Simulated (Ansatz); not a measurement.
Debugging a convergence test of the plane-wave cutoff of LiH, space group Fm-3m (Ansatz's Python interface).

Notebook, run cell by cell (the value of a cell's last expression is shown):

In [1]:
```python
import ansatz as az
from tabulate import tabulate
```

In [2]:
```python
cell = (
    az.Lattice.of((0.0, 2.03675, 2.03675), (2.03675, 0.0, 2.03675), (2.03675, 2.03675, 0.0))
    .atom("Li", (0.0, 0.0, 0.0))
    .atom("H", (0.5, 0.5, 0.5))
)
```

In [3]:
```python
len(cell.resolved().sites)
```
Out [3]:
```text
2
```

In [4]:
```python
job = (
    cell.calculation()
    .functional("PBE")
    .kpoints(7, 7, 7)
    .occupations("fixed")
    .stress()
)
```

In [5]:
```python
row = []
for value in [250, 325, 400, 475]:
    report = job.basis(value).run(threads=1, backend="cpu").report
    rows.append((value, report["free_energy_ev"] / len(report["lattice"]["sites"]), report["n_iterations"], sum(report["stress_gpa"][i][i] for i in range(3)) / 3, report["n_pw"]))
```
```text
DeckWarning: basis.ecutwfc = 250 eV is below the records' recommended 420 eV, and the density's cutoff is lower with it unless basis.ecutrho_ratio is high enough to keep the records' density cutoff: compare with a run at a higher cutoff
Traceback (most recent call last):
  File "<cell 5>", line 4, in <module>
    rows.append((value, report["free_energy_ev"] / len(report["lattice"]["sites"]), report["n_iterations"], sum(report["stress_gpa"][i][i] for i in range(3)) / 3, report["n_pw"]))
    ^^^^
NameError: name 'rows' is not defined. Did you mean: 'row'?
```

Find the fault and give the corrected session.

The fault: a variable's name is misspelt. The change:

```diff
--- before
+++ after
@@
 # %%
-row = []
+rows = []
 for value in [250, 325, 400, 475]:
```

Run as a notebook:

(earlier cells as before)

**Cell 5**
```python
rows = []
for value in [250, 325, 400, 475]:
    report = job.basis(value).run(threads=1, backend="cpu").report
    rows.append((value, report["free_energy_ev"] / len(report["lattice"]["sites"]), report["n_iterations"], sum(report["stress_gpa"][i][i] for i in range(3)) / 3, report["n_pw"]))
```
Output:
```text
DeckWarning: basis.ecutwfc = 250 eV is below the records' recommended 420 eV, and the density's cutoff is lower with it unless basis.ecutrho_ratio is high enough to keep the records' density cutoff: compare with a run at a higher cutoff
DeckWarning: basis.ecutwfc = 325 eV is below the records' recommended 420 eV, and the density's cutoff is lower with it unless basis.ecutrho_ratio is high enough to keep the records' density cutoff: compare with a run at a higher cutoff
DeckWarning: basis.ecutwfc = 400 eV is below the records' recommended 420 eV, and the density's cutoff is lower with it unless basis.ecutrho_ratio is high enough to keep the records' density cutoff: compare with a run at a higher cutoff
```

**Cell 6**
```python
print(tabulate(rows, headers=["cutoff (eV)", "F/atom (eV)", "iterations", "P (GPa)", "plane waves"], floatfmt=".4f", tablefmt="grid"))
```
Output:
```text
+---------------+---------------+--------------+-----------+---------------+
|   cutoff (eV) |   F/atom (eV) |   iterations |   P (GPa) |   plane waves |
+===============+===============+==============+===========+===============+
|           250 |     -110.6478 |            6 |   -1.3508 |           169 |
+---------------+---------------+--------------+-----------+---------------+
|           325 |     -110.6877 |            6 |   -1.6086 |           229 |
+---------------+---------------+--------------+-----------+---------------+
|           400 |     -110.6931 |            6 |   -1.6370 |           331 |
+---------------+---------------+--------------+-----------+---------------+
|           475 |     -110.6943 |            6 |   -1.6607 |           411 |
+---------------+---------------+--------------+-----------+---------------+
```

**Cell 7**
```python
# the last row is the reference
for row in rows[:-1]:
    shift = 1000 * (row[1] - rows[-1][1])
    print(f"{row[0]}: {shift:+.2f} meV/atom" + ("  (within 5 meV)" if abs(shift) < 5 else ""))
```
Output:
```text
250: +46.48 meV/atom
325: +6.54 meV/atom
400: +1.11 meV/atom  (within 5 meV)
```

Caveats:
- Pressure is positive in compression.
- The starting cell is as deposited in a crystallographic database; the results hold for this polymorph, which needn't be the stable one.
- Warnings are shown shortened and without file and line.
- Shifts are counted from the last row, which is itself no proven limit.
- Run time: 1.5 s on 1 thread of Intel(R) Xeon(R) Platinum 8488C (Sapphire Rapids), with other jobs on the host, peak memory 0.33 GiB.

(Lines on the test bed's own set-up are left out of the output.)
